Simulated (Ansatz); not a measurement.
# CH7FO3Si2: small, medium and large basis sets

How large a basis does CH7FO3Si2 need? Two functionals are run in growing sets.

Method: one geometry, several basis sets; program: Ansatz 0.2.0, Gaussian basis.

Plan: PBE0-D4/def2-SVP; ωB97M-V/def2-SVP; PBE0-D4/def2-QZVPP; ωB97M-V/def2-QZVPP; the functionals' def2-TZVPP values are taken from earlier runs.

### 1 The relaxed structure

The geometry comes from an earlier relaxation with PBE0-D4 in a triple-zeta def2 set; it is a stationary point, not always the lowest conformer.

14 atoms, charge 0, spin multiplicity 1.

Atoms are counted from 1 here; the program's logs count them from 0.

Bond lengths: O1–Si2 1.636 Å, O1–H8 0.959 Å, Si2–O3 1.641 Å, Si2–C4 1.872 Å, Si2–H9 1.482 Å, O3–H10 0.961 Å, C4–Si5 1.847 Å, C4–H11 1.096 Å, C4–H12 1.098 Å, Si5–O6 1.631 Å, Si5–F7 1.615 Å, Si5–H13 1.475 Å, O6–H14 0.958 Å. Angles: Si2–O1–H8 117.1°, O1–Si2–O3 107.6°, O1–Si2–C4 112.7°, O1–Si2–H9 105.3°, O3–Si2–C4 109.1°, O3–Si2–H9 112.8°, C4–Si2–H9 109.4°, Si2–O3–H10 116.7°, Si2–C4–Si5 115.6°, Si2–C4–H11 108.8°, Si2–C4–H12 107.5°, Si5–C4–H11 108.9°, Si5–C4–H12 108.6°, H11–C4–H12 107.1°, C4–Si5–O6 114.7°, C4–Si5–F7 105.5°, C4–Si5–H13 114.5°, O6–Si5–F7 109.2° and more.

### 2 PBE0-D4 in def2-SVP

in.yaml reads:

```yaml
crystal:
  periodic: [false, false, false]
  atoms:
    - {symbol: O, position_ang: [-2.850984, -0.239283, 0.583019]}
    - {symbol: Si, position_ang: [-1.256436, -0.585737, 0.705207]}
    - {symbol: O, position_ang: [-0.716135, 0.052919, 2.117004]}
    - {symbol: C, position_ang: [-0.254138, 0.122044, -0.709154]}
    - {symbol: Si, position_ang: [1.570844, -0.142286, -0.603389]}
    - {symbol: O, position_ang: [2.444227, 0.677048, -1.710030]}
    - {symbol: F, position_ang: [1.993806, 0.346619, 0.876182]}
    - {symbol: H, position_ang: [-3.143124, 0.601313, 0.939096]}
    - {symbol: H, position_ang: [-1.175098, -2.064963, 0.675405]}
    - {symbol: H, position_ang: [0.220543, 0.261524, 2.165845]}
    - {symbol: H, position_ang: [-0.621496, -0.304133, -1.649788]}
    - {symbol: H, position_ang: [-0.450570, 1.201831, -0.745506]}
    - {symbol: H, position_ang: [1.991953, -1.550352, -0.725826]}
    - {symbol: H, position_ang: [2.233509, 1.594156, -1.889265]}
basis:
  gaussian: {orbitals: def2-SVP}
hamiltonian: {xc: pbe0, dispersion: d4}
output: {orbitals: {seedname: orbitals}}
```

Further steps of the session: ωB97M-V in def2-SVP; PBE0-D4 in def2-QZVPP; ωB97M-V in def2-QZVPP.

Q: Predict the results of all the runs planned. Wanted: PBE0-D4: double and triple zeta above quadruple; ωB97M-V: double and triple zeta above quadruple.

As calculated:

| quantity | value |
| --- | --- |
| PBE0-D4: double and triple zeta above quadruple | 19.72, 1.14 eV |
| ωB97M-V: double and triple zeta above quadruple | 19.95, 1.07 eV |

What this shows: For PBE0-D4 the step from double to triple zeta gains 18.58 eV and the next only 1.14 eV. These are total energies; as a rule much of such shifts cancels in differences, which this series doesn't test. The LUMO of ωB97M-V is positive and keeps falling with the basis (2.69 to 1.19 eV): an unbound level that the basis holds in place.
